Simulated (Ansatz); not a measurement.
# Zn3P in Ansatz: the effect of functional

The system is Zn3P.

```
CELL_PARAMETERS angstrom
3.97552 0.00000 0.00000
0.00000 3.97552 0.00000
0.00000 0.00000 3.97552
ATOMIC_POSITIONS crystal
Zn 0.50000 0.50000 0.00000
Zn 0.50000 0.00000 0.50000
Zn 0.00000 0.50000 0.50000
P 0.00000 0.00000 0.00000
```

The cell comes from a database or a generator and needn't be the stable form of this composition.

Alike in all runs:

- Program: Ansatz 0.2.0
- Task: projected density of states
- Potentials or basis: Ansatz PAW
- k mesh: 4 × 4 × 4
- Occupations: fermi-dirac, width 0.05 eV
- Spin: no spin polarisation

| functional | cutoff | pressure (GPa) |
| --- | --- | --- |
| LDA | 420 eV (not typed: the program's choice for these potentials) | -8.0 |
| PBE | 420 eV (not typed: the program's choice for these potentials) | -0.7 |
| PBEsol | 420 eV (not typed: the program's choice for these potentials) | -5.2 |
| RPBE | 420 eV (not typed: the program's choice for these potentials) | 2.0 |
| revPBE | 420 eV (not typed: the program's choice for these potentials) | 1.3 |
| BLYP | 420 eV (not typed: the program's choice for these potentials) | 5.7 |
| r2SCAN | 500 eV (not typed: the program's choice for these potentials) | ? |
| HSE06 | 420 eV (not typed: the program's choice for these potentials) | -1.0 |
| PBE0 | 420 eV (not typed: the program's choice for these potentials) | -1.3 |
| r2SCAN0 | 500 eV (not typed: the program's choice for these potentials) | -2.9 |

What does the run with functional r2SCAN give?

Pressure -3.6 GPa.

Caveats: all runs use coarse meshes; the density of states is complete only up to the lowest level of the last band computed; the PAW data sets come from PBE, with cores solved anew for the run's functional, which leaves a small shift of forces and pressure (some runs); the thresholds are loose for stress (some runs).
